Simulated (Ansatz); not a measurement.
## Time against size: PBE, supercells of SiC, on 1 × H100

The runs below are of Ansatz 0.2.0 on a node with eight NVIDIA H100 80GB cards and 96 AMD EPYC 7R13 cores, one at a time and with no other job on the machine; times are wall-clock times from launch to exit. Times and memory are rounded to two significant figures, and ratios are formed from the unrounded values. A row is a single run, so small differences between rows aren't established. System services beside the runs took up to 2 cores (rounded up). Precision is the program's default, which can work at lower precision in parts of a run. Card memory is the largest of readings taken every 0.4 s, so short peaks can be missed, and it isn't given for runs under about 3 s. It shows what a run took, which needn't be the least that it can run in: the program holds more work at once where threads and free memory allow.

The smallest member is a 2×2×1 supercell of SiC (F-43m), atoms displaced at random by about 0.04 Å along each cell vector. Its input:

```yaml
crystal:
  lattice:
    - [0.000000, 4.353994, 4.353994]
    - [4.353994, 0.000000, 4.353994]
    - [2.176997, 2.176997, 0.000000]
  atoms:
    - { symbol: Si, position: [0.140189, 0.120694, 0.255130] }
    - { symbol: C, position: [0.000952, 0.005425, -0.018217] }
    - { symbol: Si, position: [0.122306, 0.620118, 0.236038] }
    - { symbol: C, position: [-0.005482, 0.496671, -0.003726] }
    - { symbol: Si, position: [0.619110, 0.127741, 0.242887] }
    - { symbol: C, position: [0.479227, 0.007735, -0.005091] }
    - { symbol: Si, position: [0.620171, 0.626744, 0.252987] }
    - { symbol: C, position: [0.500343, 0.494449, 0.002489] }
kpoints:
  mp_grid: { grid: [1, 1, 1] }
hamiltonian:
  xc: pbe
  pseudopotentials: { azcp: { folder: soft_1 } }
scf:
  occupations: { method: fixed }
output: { forces: true }
```

The program chose a cutoff of 420 eV. The folder soft_1 holds one of the program's own sets of PAW files, generated with PBE and used with every functional where the input names it.

Command, without the flags for output files and display:

```bash
ansatz run input.yaml --backend cuda --devices 1
```

| atoms | electrons | k mesh | k points | plane waves | dense FFT grid | bands at the start | SCF iterations | threads | wall time | SCF clock | outside it | host memory (GiB) | fullest card (GiB) | remarks |
| --- | --- | --- | --- | --- | --- | --- | --- | --- | --- | --- | --- | --- | --- | --- |
| 8 | 32 | 1×1×1 | 1 | 1619 | 45×45×24 | 24 | 11 | 24 | 1.7 s | 0.13 s | 1.5 s | 0.98 |  | bands 24→20 |
| 16 | 64 | 1×1×1 | 1 | 3215 | 45×45×45 | 48 | 9 | 48 | 1.7 s | 0.15 s | 1.5 s | 1.0 |  | bands 48→37 |
| 36 | 144 | 1×1×1 | 1 | 7321 | 64×64×45 | 108 | 9 | 48 | 1.8 s | 0.19 s | 1.6 s | 1.1 |  | bands 108→88 |
| 72 | 288 | 1×1×1 | 1 | 14569 | 90×64×64 | 216 | 9 | 48 | 1.9 s | 0.27 s | 1.6 s | 1.2 |  | bands 216→184 |
| 128 | 512 | 1×1×1 | 1 | 25821 | 90×90×90 | 384 | 9 | 48 | 2.0 s | 0.41 s | 1.6 s | 1.3 |  | bands 384→334 |
| 200 | 800 | 1×1×1 | 1 | 40371 | 108×108×90 | 600 | 9 | 48 | 2.2 s | 0.61 s | 1.6 s | 1.5 |  | bands 600→526 |
| 360 | 1440 | 1×1×1 | 1 | 72623 | 125×125×108 | 1080 | 9 | 48 | 3.1 s | 1.4 s | 1.8 s | 1.8 | 11 | bands 1080→952 |
| 504 | 2016 | 1×1×1 | 1 | 101617 | 150×125×125 | 1512 | 9 | 48 | 4.4 s | 2.5 s | 1.9 s | 2.1 | 19 | bands 1512→1336 |
| 1024 | 4096 | 1×1×1 | 1 | 206695 | 180×180×180 | 3072 | 9 | 48 | 14 s | 11 s | 2.2 s | 3.5 | 68 | card 68 of 80 GiB; bands 3072→2723; real-space projectors |

The SCF clock is the program's own. It runs from the start of the first SCF loop to the final result and holds forces, stress, later SCFs and response steps. Outside it lie start-up, exit and the set-up ahead of the first loop, which depends on the cell and the method.

Runs at Γ alone can use real arithmetic, which is cheaper than at other k points.

«bands a→b»: once the levels showed a gap the program dropped high empty bands and went on with b of the a at the start. «real-space projectors»: the card applied the projectors on the grid points about the atoms, another method than in rows without this remark. «card a of b GiB» or «host a of b GiB»: the run took three quarters or more of a card's memory (or the program reckoned to fill 85 % of what was free), or 60 % or more of the host memory that it had. The program fits its work to the free memory, so such a run may be limited by memory even where its log doesn't say so. Rows whose remarks tell of memory aren't like for like with rows without. Of long logs only the start and the end were kept, so a limit that memory set in between can be missed.

One k point is too coarse a mesh for the properties of small cells; the series shows cost alone.

The threads change along the series too.

Of the smallest member's 1.7 s, 1.5 s lies outside the SCF clock, so the wall time grows less with size than the clocked work: from 8 to 504 atoms the wall time changes by a factor of 2.7, and the time on the SCF clock by 19. The smallest member has under 2 s on the SCF clock, so these factors are rough.

How long does the member with 784 atoms take (1×1×1 mesh, 1 k point, 158015 plane waves, 2352 bands)?

8.6 s, in 9 SCF iterations, with 2.8 GiB of host memory and 40 GiB on the fullest card. Of the wall time 6.4 s is on the SCF clock and 2.2 s outside. Remarks: bands 2352→2083.
